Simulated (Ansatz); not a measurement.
# HfZr3S8: the cost of one run

Method: DFT PBE, scalar-relativistic, plane waves, PAW, in Ansatz 0.2.0.

## (1) The starting structure

The structure is trigonal, space group P-3m1 (No. 164). Conventional cell: a = 3.576 Å, b = 3.576 Å, c = 23.409 Å, α = 90.00°, β = 90.00°, γ = 120.00°. Zr (site symmetry -3m) is surrounded by 6 S at 2.49 Å. Around Zr (site symmetry 3m) lie 6 S at 2.49 Å. Around Hf (site symmetry -3m) lie 6 S at 2.49 Å. Around S (site symmetry 3m) lie 3 Zr at 2.49 Å. Around S (site symmetry 3m) lie 3 Hf at 2.49 Å.

Coordinates:

```
Zr Hf S
1.0
     3.57601    0.00000    0.00000
    -1.78801    3.09692    0.00000
     0.00000    0.00000   23.40909
Zr Hf S
3 1 8
Direct
  0.00000 0.00000 0.00000
  0.00000 0.00000 0.25000
  0.00000 0.00000 0.75000
  0.00000 0.00000 0.50000
  0.66667 0.33333 0.19052
  0.66667 0.33333 0.44052
  0.66667 0.33333 0.69052
  0.66667 0.33333 0.94052
  0.33333 0.66667 0.05948
  0.33333 0.66667 0.30948
  0.33333 0.66667 0.55948
  0.33333 0.66667 0.80948
```

The start is an ordering of an alloy on its end members' structure types: elements ordered on the sites of the ZrS2 type, Hf/Zr on Zr (P-3m1, No. 164).

## (2) The guess as it stands, on a coarse mesh

input.yaml

```yaml
crystal:
  lattice:
    - [3.57601478, 0.0, 0.0]
    - [-1.78800739, 3.09691964, 0.0]
    - [0.0, 0.0, 23.40909475]
  atoms:
    - { symbol: Zr, position: [0.0, 0.0, 0.0] }
    - { symbol: Zr, position: [0.0, 0.0, 0.25] }
    - { symbol: Zr, position: [0.0, 0.0, 0.75] }
    - { symbol: Hf, position: [0.0, 0.0, 0.5] }
    - { symbol: S, position: [0.66666667, 0.33333333, 0.19052251] }
    - { symbol: S, position: [0.66666667, 0.33333333, 0.44052251] }
    - { symbol: S, position: [0.66666667, 0.33333333, 0.69052251] }
    - { symbol: S, position: [0.66666667, 0.33333333, 0.94052251] }
    - { symbol: S, position: [0.33333333, 0.66666667, 0.05947749] }
    - { symbol: S, position: [0.33333333, 0.66666667, 0.30947749] }
    - { symbol: S, position: [0.33333333, 0.66666667, 0.55947749] }
    - { symbol: S, position: [0.33333333, 0.66666667, 0.80947749] }
basis:
  ecutwfc: 420
kpoints:
  mp_grid: { grid: [6, 6, 1] }
hamiltonian:
  xc: pbe
scf:
  occupations: { method: gaussian, width: 0.1 }
  lower_state_search: "off"
output:
  forces: true
  stress: true
  eigenvalues: true
```

Command:

```sh
$ ansatz run input.yaml --threads 1 --pin off --max-ram 2560MiB --backend cpu --events-out ev --progress --plain --runs-dir out
```

Q: Estimate wall time and peak memory on 1 thread of Intel Xeon Platinum 8259CL at 2.50GHz (Skylake/Cascade Lake), shared host.

About 7.8 s, with a peak of 0.57 GiB.
